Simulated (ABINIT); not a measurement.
MgC2, 3 atoms in the cell. Symmetry: Fm-3m, No. 225, cubic system. Conventional cell: a = 5.102 Å, b = 5.102 Å, c = 5.102 Å, α = 90.00°, β = 90.00°, γ = 90.00°. Around Mg (site symmetry m-3m) lie 8 C at 2.21 Å. C (site symmetry -43m) has 4 Mg at 2.21 Å as nearest neighbours. The cell was built by a generator and needn't be a form met in nature.

| Property | Result |
| --- | --- |
| Program | ABINIT 10.8.3 (patched build) |
| Task | single point |
| Functional | PBEsol |
| Potentials or basis | PseudoDojo NC SR PBEsol v0.4 stringent |
| Cutoff | 1143 eV |
| k mesh | 7 × 7 × 7 |
| Occupations | fermi-dirac, width 0.05 eV |
| Spin | no spin polarisation |

Potentials or basis: PseudoDojo NC SR PBEsol v0.4 stringent.

Launch:

```console
$ abinit run.abi > log 2>&1
```

Hardware: 1 thread of Arm Neoverse V1, with other jobs on the host.

Question: How long does it take, and how much memory?

Answer: Run time: 20 s on 1 thread of Arm Neoverse V1 (shared host), peak memory 0.08 GiB. Counts: scf iterations 9, mpi ranks 1, k points 20, bands 13, plane waves 2939.
